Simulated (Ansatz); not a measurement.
# WSe: the cost of one run

Program: Ansatz 0.2.0. Level of theory: DFT PBE+U, scalar-relativistic, plane waves, PAW. These are calculated values, not measurements.

## 1. The system as given

It takes space group Pm-3m (No. 221, cubic). Conventional cell: a = 3.375 Å, b = 3.375 Å, c = 3.375 Å, α = 90.00°, β = 90.00°, γ = 90.00°. W (site symmetry m-3m) is surrounded by 8 Se at 2.92 Å. Se (site symmetry m-3m) is surrounded by 8 W at 2.92 Å.

As a file:

```cif
data_structure
_symmetry_space_group_name_H-M 'P 1'
_symmetry_Int_Tables_number 1
_cell_length_a 3.3747
_cell_length_b 4.7725
_cell_length_c 6.7493
_cell_angle_alpha 45.000
_cell_angle_beta 90.000
_cell_angle_gamma 90.000
_cell_volume 76.86
loop_
_atom_site_label
_atom_site_type_symbol
_atom_site_fract_x
_atom_site_fract_y
_atom_site_fract_z
_atom_site_occupancy
W1 W 0.00000 0.00000 0.00000 1
Se1 Se 0.50000 0.50000 0.00000 1
W2 W 0.00000 0.00000 0.50000 1
Se2 Se 0.50000 0.50000 0.50000 1
```

## 2. Volume dafm1: 0.86 V/V0

The input, input.yaml:

```yaml
crystal:
  lattice:
    - [3.3746749412, 0.0, 0.0]
    - [0.0, 3.3746749412, 3.3746749412]
    - [0.0, 0.0, 6.7493498824]
  atoms:
    - { symbol: W, position: [0.0, 0.0, 0.0], spin: 1.0 }
    - { symbol: Se, position: [0.5, 0.5, 0.0] }
    - { symbol: W, position: [0.0, 0.0, 0.5], spin: -1.0 }
    - { symbol: Se, position: [0.5, 0.5, 0.5] }
basis:
  ecutwfc: 420
kpoints:
  mp_grid: { grid: [12, 12, 6] }
hamiltonian:
  xc: pbe
  hubbard: { sites: [{ species: W, l: d, u_eff: 6.2 }] }
scf:
  occupations: { method: gaussian, width: 0.1 }
output:
  forces: true
  stress: true
  eigenvalues: true
  populations: true
magnetization:
  spin_polarized: true
```

Run with:

```console
> ansatz run input.yaml --threads 1 --pin off --max-ram 2560MiB --backend cpu --events-out ev --progress --plain --runs-dir out
```

**Question.** How long does this run take on 1 thread of Intel Xeon at 2.70GHz, shared host, and how much memory does it need?

About 40 s, with a peak of 0.91 GiB.
